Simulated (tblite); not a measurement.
# C4H13AsGeS: the cost of one run

Programs: tblite 0.8.0 and PySCF 2.14.0, with density-fitted response routines of our own. Each step states its level of theory. These are calculated values for one molecule in the gas phase, unless marked as measured. Atoms are numbered from 0 throughout.

### Step 1. The molecule as given

20 atoms, charge 0, multiplicity 1; geometry from: force field or distance geometry start.

Bonds of the start (Å): C0–C1 1.51, C1–C2 1.52, C2–Ge3 1.94, Ge3–As4 2.40, Ge3–S5 2.23, S5–C6 1.82, C0–H7 1.12, C0–H8 1.11, C0–H9 1.11, C1–H10 1.12, C1–H11 1.11, C2–H12 1.12, C2–H13 1.12, Ge3–H14 1.54, As4–H15 1.56, As4–H16 1.56, C6–H17 1.11, C6–H18 1.10, C6–H19 1.12.

### Step 2. Relaxing the molecule with GFN2-xTB

What the job is given:

```
{"job": {"kind": "relax", "xc": "GFN2-xTB", "basis": "xTB"}, "charge": 0, "multiplicity": 1}
C     -3.162500    -0.433100    -0.209400
C     -1.663800    -0.490700    -0.028000
C     -0.946600     0.597400    -0.815200
Ge     0.972500     0.546400    -0.542300
As     1.850300    -1.576100    -1.249000
S      1.420200     0.846400     1.621600
C      3.219300     0.978500     1.350800
H     -3.556300     0.553000     0.147000
H     -3.649800    -1.241200     0.381200
H     -3.435500    -0.567800    -1.275500
H     -1.429500    -0.380300     1.060600
H     -1.302600    -1.494600    -0.351000
H     -1.328800     1.601500    -0.491600
H     -1.152500     0.468700    -1.905700
H      1.626500     1.679300    -1.362400
H      0.722600    -1.734800    -2.316900
H      1.037600    -2.351200    -0.171100
H      3.607800     0.025000     0.923100
H      3.442600     1.825700     0.679400
H      3.723300     1.158500     2.334300
```

Command:

```bash
$ OMP_NUM_THREADS=1 python probes_run.py task.json out
```

One launch serves the whole session: the jobs run in the order shown.

Q: Estimate the wall time of this first job on 1 thread of Arm Neoverse V1, shared host.

About 1.1 s.
